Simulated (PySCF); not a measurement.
**[YbH3(H2O)]−: other functionals and bases at one geometry**

How far do other levels of theory move the description of [YbH3(H2O)]−, and what does each cost? It is a constructed species; whether it can be made isn't addressed.

Method: several levels, as the steps say, no spin–orbit coupling; program: PySCF 2.14.0.

1 further run of the same task is left out (for a known fault of the program).

**1. Where the work starts**

7 atoms, charge -1, spin multiplicity 1.

Bond lengths: Yb1–H2 2.283 Å, Yb1–H3 2.243 Å, Yb1–H4 2.283 Å, Yb1–O5 2.537 Å, Yb1–H6 2.475 Å, Yb1–H7 2.475 Å, O5–H6 0.992 Å, O5–H7 0.992 Å. Angles: H2–Yb1–H3 126.8°, H2–Yb1–H4 104.8°, H2–Yb1–O5 66.5°, H2–Yb1–H6 43.8°, H2–Yb1–H7 77.3°, H3–Yb1–H4 126.8°, H3–Yb1–O5 141.5°, H3–Yb1–H6 149.4°, H3–Yb1–H7 149.4°, H4–Yb1–O5 66.5°, H4–Yb1–H6 77.3°, H4–Yb1–H7 43.8°, O5–Yb1–H6 22.8°, O5–Yb1–H7 22.8°, H6–Yb1–H7 36.8°, Yb1–O5–H6 75.1°, Yb1–O5–H7 75.1°, H6–O5–H7 104.0° and more.

Coordinates:

```xyz
7
charge -1, multiplicity 1
Yb   -0.2745   -0.3334    0.3334
H     0.3736    1.8178    0.7407
H    -0.9312   -1.8496    1.8496
H     0.3736   -0.7407   -1.8178
O    -1.2045    1.3356   -1.3356
H    -0.5950    1.8646   -0.7588
H    -0.5950    0.7588   -1.8646
```

Formal oxidation states: Yb +2. Each metal's 14 4f electrons lie in its core potential, so multiplicities, spins and levels count the valence alone. An earlier session relaxed this geometry at PBE0, Yb lcecp-0-SVP with ECP60, H def2-SVP, O def2-SVP (singlet, point group Cs).

At PBE0 on the finer grid: E = -111.027792 Eh, frontier levels not given, since the 4f levels lie in the core, Mulliken charge on Yb1 -0.07 e, largest force component 0.004 eV/Å. 

Levels to run: revPBE; TPSS; PBE0, TZVP. Hardware: 2 threads of Arm Neoverse V1, shared host.

**2. revPBE**

Input file run.py (the lines that set the calculation):

```python
mol = gto.M(atom='''
Yb    -0.27450    -0.33343     0.33343
H      0.37357     1.81785     0.74071
H     -0.93124    -1.84962     1.84962
H      0.37357    -0.74071    -1.81785
O     -1.20450     1.33563    -1.33563
H     -0.59497     1.86458    -0.75876
H     -0.59497     0.75876    -1.86458''',
    basis={'Yb': 'lcecp-0-SVP', 'H': 'def2-SVP', 'O': 'def2-SVP'},
    ecp={'Yb': 'lcecp-0-SVP'},
    charge=-1, spin=0)
mf = dft.RKS(mol, xc='PBE_R,PBE')
mf.grids.atom_grid = (75, 302)  # f atoms: unpruned, at least (60, 302)
mf = mf.density_fit()  # fitting sets: Yb AutoAux, H def2-universal-JKFIT, O def2-universal-JKFIT
mf.conv_tol = 1e-08; mf.max_cycle = 55
mf.kernel(dm0)  # dm0: the density of the relaxed state
```

On the command line:

```sh
> OMP_NUM_THREADS=2 python run.py
```

**3. TPSS**

run.py (the lines that set the calculation): that of step 2 with these lines changed.

```diff
@@ -11,3 +11,3 @@
     charge=-1, spin=0)
-mf = dft.RKS(mol, xc='PBE_R,PBE')
+mf = dft.RKS(mol, xc='TPSS')
 mf.grids.atom_grid = (75, 302)  # f atoms: unpruned, at least (60, 302)
```

**4. PBE0, TZVP**

Basis: Yb lcecp-0-TZVP with ECP60, H def2-TZVP, O def2-TZVP. 

Input file run.py (the lines that set the calculation):

```python
mol = gto.M(atom='''
Yb    -0.27450    -0.33343     0.33343
H      0.37357     1.81785     0.74071
H     -0.93124    -1.84962     1.84962
H      0.37357    -0.74071    -1.81785
O     -1.20450     1.33563    -1.33563
H     -0.59497     1.86458    -0.75876
H     -0.59497     0.75876    -1.86458''',
    basis={'Yb': 'lcecp-0-TZVP', 'H': 'def2-TZVP', 'O': 'def2-TZVP'},
    ecp={'Yb': 'lcecp-0-TZVP'},
    charge=-1, spin=0)
mf = dft.RKS(mol, xc='PBE0')
mf.grids.atom_grid = (75, 302)  # f atoms: unpruned, at least (60, 302)
mf = mf.density_fit()  # fitting sets: Yb AutoAux, H def2-universal-JKFIT, O def2-universal-JKFIT
mf.conv_tol = 1e-08; mf.max_cycle = 55
mf.kernel(dm0)  # dm0: free metal ions and neutral atoms
```

What does the calculation give? Wanted: for each run, charge on Yb1; dipole; largest force.

**Answer**, as computed:

| level | state | charge on Yb1 (e) | dipole (D) | largest force (eV/Å) | basis functions | time |
| --- | --- | --- | --- | --- | --- | --- |
| PBE0 (relaxed here) | singlet | -0.07 | 0.38 | 0.00 | 70 | 5.7 s |
| revPBE | singlet | -0.18 | 0.46 | 0.86 | 70 | 2.9 s |
| TPSS | singlet | -0.03 | 0.45 | 0.71 | 70 | 4.2 s |
| PBE0, TZVP | singlet | 0.36 | 0.42 | 0.19 | 108 | 7 s |

Times are on 2 threads of Arm Neoverse V1, shared host; the first row also made further properties. The dipole of a charged species depends on the origin, so these sizes hold for this origin alone.

The largest leftover force, 0.86 eV/Å with revPBE, stands at a geometry relaxed at another level. The Mulliken charge on Yb spans -0.18 to +0.36 e over the levels. With 4f in the core, its levels are missing from HOMO and gap. Total energies of different levels can't be compared. Spin–orbit coupling is left out throughout.
